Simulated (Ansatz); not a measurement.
# Zn (hcp type): the cost of one run

Computed with Ansatz 0.2.0 (DFT, PBEsol, PAW with Ansatz's default frozen-core files, scalar-relativistic, unless a step's input says otherwise).

## 1. The system as given

The structure is hexagonal, space group P6_3/mmc (No. 194). The conventional cell has a = 2.722 Å, b = 2.722 Å, c = 4.410 Å, α = 90.00°, β = 90.00°, γ = 120.00°. Zn (site symmetry -6m2) is surrounded by 12 Zn at 2.71 to 2.72 Å.

As a file:

```cif
data_structure
_symmetry_space_group_name_H-M 'P6_3/mmc'
_symmetry_Int_Tables_number 194
_cell_length_a 2.7224
_cell_length_b 2.7224
_cell_length_c 4.4102
_cell_angle_alpha 90.000
_cell_angle_beta 90.000
_cell_angle_gamma 120.000
_cell_volume 28.31
loop_
_atom_site_label
_atom_site_type_symbol
_atom_site_symmetry_multiplicity
_atom_site_Wyckoff_symbol
_atom_site_fract_x
_atom_site_fract_y
_atom_site_fract_z
_atom_site_occupancy
Zn1 Zn 2 c 0.33333 0.66667 0.25000 1
```

The file gives the conventional cell by its symmetry; the runs use the cell typed in the input.

Atoms are numbered in the order of the input: Zn1, Zn2.

## 2. Bulk cell relaxed, PAW

The input, input.yaml:

```yaml
crystal:
  lattice:
    - [2.7223520414, 0.0, 0.0]
    - [-1.3611760207, 2.3576260259, 0.0]
    - [0.0, 0.0, 4.4102103071]
  atoms:
    - { symbol: Zn, position: [0.3333333333, 0.6666666667, 0.25] }
    - { symbol: Zn, position: [0.6666666667, 0.3333333333, 0.75] }
kpoints:
  mp_grid: { grid: [18, 18, 10] }
scf:
  occupations: { method: fermi_dirac, width: 0.1 }
hamiltonian:
  xc: pbesol
  pseudopotentials: { kind: paw }
output:
  forces: true
  stress: true
  write_density: true
  write_potential: true
  elf: true
  volumetric_format: npy
relax:
  f_tol: 0.005
  max_steps: 40
  cell: {}
```

Command:

```
$ ansatz run input.yaml --threads 1 --pin off --max-ram 3584MiB --backend cpu --events-out ev --progress --plain --runs-dir out
```

What time and memory should one allow on 1 thread of Intel Xeon Platinum 8488C (Sapphire Rapids), shared host?

About 51 s, with a peak of 0.43 GiB.
